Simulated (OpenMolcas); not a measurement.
# Ir⁵⁺ among point charges: CASSCF and CASPT2 levels and susceptibility

How does a field of 2 point charges split the states of Ir⁵⁺, and what χT follows?

Program: OpenMolcas 26.06. Level of theory: state-averaged CASSCF and CASPT2, spin-orbit coupling by RASSI with atomic mean-field integrals. These are calculated values, not measurements, unless marked.

### Step 1. What is computed

```
Species                           : Ir⁵⁺ (iridium, Z = 77, 72 electrons)
Basis                             : ANO-RCC-VDZP [7s6p4d2f], 59 functions
Scalar Hamiltonian                : DKH2, point nucleus
Inactive shells                   : 1s 2s 2p 3s 3p 3d 4s 4p 4d 4f 5s 5p
Active space                      : 4 electrons in 5 orbitals (5d)
Some configurations of this space : 5d4
Orbitals                          : optimised for each spin and parity, averaged over all roots
```

Outer shells as boxes (Hund's rule):

5d4
```
5d [↑ ][↑ ][↑ ][↑ ][  ]
```

The ion sits among 2 point charges of -1.3 e arranged as a linear pair (D∞h), 2.19 Å from the ion.

The work runs as a chain of OpenMolcas steps in one folder; each step below is one input file. Labels, J, g values, rates, χT and fits are worked out afterwards by a script from the matrices that RASSI stores. The input lists half of the charges; inversion (Group=XYZ) makes the rest.

### Step 2. One- and two-electron integrals

a.inp reads:

```
&GATEWAY
Coord
1

Ir 0.0 0.0 0.0
Basis=ANO-RCC-VDZP
Group=XYZ
NoMove
AngMom=0.0 0.0 0.0
AMFI
XField
1 Angstrom 0
0.000000 0.000000 2.190000 -1.300000
&SEWARD
```

Run with:

```sh
> OMP_NUM_THREADS=1 MOLCAS_MEM=1689 MOLCAS_PROJECT=a pymolcas a.inp > a.log
```

### Step 3. CASSCF: quintets of even parity, 5 roots

a.inp reads:

```
&RASSCF
FileOrb=start.orb
Symmetry=1
Spin=5
nActEl=4 0 0
Inactive=15 19
Ras2=5 0
CIRoot=5 5 1
SDav=5
CIMx=300
Iter=120 100
PrWF=0.3
OrbListing=Nothing
MaxOrb=0
>>> COPY $Project.JobIph JOB001
```

start.orb holds the contracted functions of the basis, ordered by shell, or the orbitals of the step before.

### Step 4. CASSCF: triplets of even parity, 45 roots

a.inp reads:

```
&RASSCF
FileOrb=start.orb
Symmetry=1
Spin=3
nActEl=4 0 0
Inactive=15 19
Ras2=5 0
CIRoot=45 45 1
SDav=45
CIMx=300
Iter=120 100
PrWF=0.3
OrbListing=Nothing
MaxOrb=0
>>> COPY $Project.JobIph JOB002
```

### Step 5. Reference wave functions, singlets of even parity, 50 roots

a.inp reads:

```
&RASSCF
FileOrb=start.orb
Symmetry=1
Spin=1
nActEl=4 0 0
Inactive=15 19
Ras2=5 0
CIRoot=50 50 1
SDav=50
CIMx=300
Iter=120 100
PrWF=0.3
OrbListing=Nothing
MaxOrb=0
>>> COPY $Project.JobIph JOB003
```

### Step 6. RASSI: spin-orbit coupling between the states

a.inp reads:

```
&RASSI
NrOfJobIphs=3 5 45 50
1 2 3 4 5
1 2 3 4 5 6 7 8 9 10 11 12 13 14 15 16 17 18 19 20 21 22 23 24 25 26 27
28 29 30 31 32 33 34 35 36 37 38 39 40 41 42 43 44 45
1 2 3 4 5 6 7 8 9 10 11 12 13 14 15 16 17 18 19 20 21 22 23 24 25 26 27
28 29 30 31 32 33 34 35 36 37 38 39 40 41 42 43 44 45 46 47 48 49 50
IphNames
JOB001
JOB002
JOB003
EJob
SpinOrbit
DIPRint=1.0
SOCoupling=1000.0
Subsets=2
Property=9
'ANGMOM' 1 'ANGMOM' 2 'ANGMOM' 3 'MLTPL  1' 1 'MLTPL  1' 2 'MLTPL  1' 3
'AMFI' 1 'AMFI' 2 'AMFI' 3
SOProperty=3
'ANGMOM' 1 'ANGMOM' 2 'ANGMOM' 3
```

### Step 7. CASPT2: IPEA 0.25, imaginary shift 0.1 (closed shells correlated: 5s 5p)

a.inp reads:

```
>>> COPY JOB001 $Project.JobIph
&CASPT2
Multistate=5 1 2 3 4 5
NoMult
Frozen=14 16
IPEA=0.25
Imaginary=0.1
MaxIter=60
WThr=0.0 0.3 0.05
PrWF=0.5
NoMix
>>> COPY JOB002 $Project.JobIph
&CASPT2
Multistate=45 1 2 3 4 5 6 7 8 9 10 11 12 13 14 15 16 17 18 19 20 21 22
23 24 25 26 27 28 29 30 31 32 33 34 35 36 37 38 39 40 41 42 43 44 45
NoMult
Frozen=14 16
IPEA=0.25
Imaginary=0.1
MaxIter=60
WThr=0.0 0.3 0.05
PrWF=0.5
NoMix
>>> COPY JOB003 $Project.JobIph
&CASPT2
Multistate=50 1 2 3 4 5 6 7 8 9 10 11 12 13 14 15 16 17 18 19 20 21 22
23 24 25 26 27 28 29 30 31 32 33 34 35 36 37 38 39 40 41 42 43 44 45 46
47 48 49 50
NoMult
Frozen=14 16
IPEA=0.25
Imaginary=0.1
MaxIter=60
WThr=0.0 0.3 0.05
PrWF=0.5
NoMix
```

(Steps that only read results are left out.)

What does the calculation give? Wanted: spin-free ground state; first state of the same spin within the active space; lowest level; next level.

As calculated:

| quantity | value |
| --- | --- |
| method | SS-CASPT2, IPEA 0.25, imaginary shift 0.1 (closed shells correlated: 5s 5p) |
| spin-free ground state | 5Sigma, 1-fold in its orbital part |
| first state of the same spin within the active space | 5Pi at 3760 cm⁻¹ |
| lowest level | 1-fold |
| next level | 4385.5 cm⁻¹ |
| χT at 300 K | 0.06 cm³ K/mol |
| effective moment at 300 K | 0.69 μB |

Cost by method:

| method | time of its own steps | time with the reference |
| --- | --- | --- |
| A. CASSCF | 21 s | 21 s |
| B. SS-CASPT2, IPEA 0.25, imaginary shift 0.1, +5s 5p | 6.3 s | 28 s |

Times are of one thread on a shared host.

In words: The spin-free ground state (5Sigma) comes to 100 % from free-ion D terms and keeps the highest spin of the shell. χT at 300 K is 0.06, against 3.01 cm³ K/mol for the spin alone, so spin-orbit coupling lowers it. An active space of the d shell alone favours high spin; real ions in strong fields can be low spin. CASPT2 does not keep the components of a term degenerate, and the means are used. The field of point charges can differ much from that of real complexes. With metal d orbitals alone active, the gaps between spin states are rough; where two lie within a few thousand cm-1, their order is open. Point charges carry no covalency, so the field is a model and not that of real ligands.
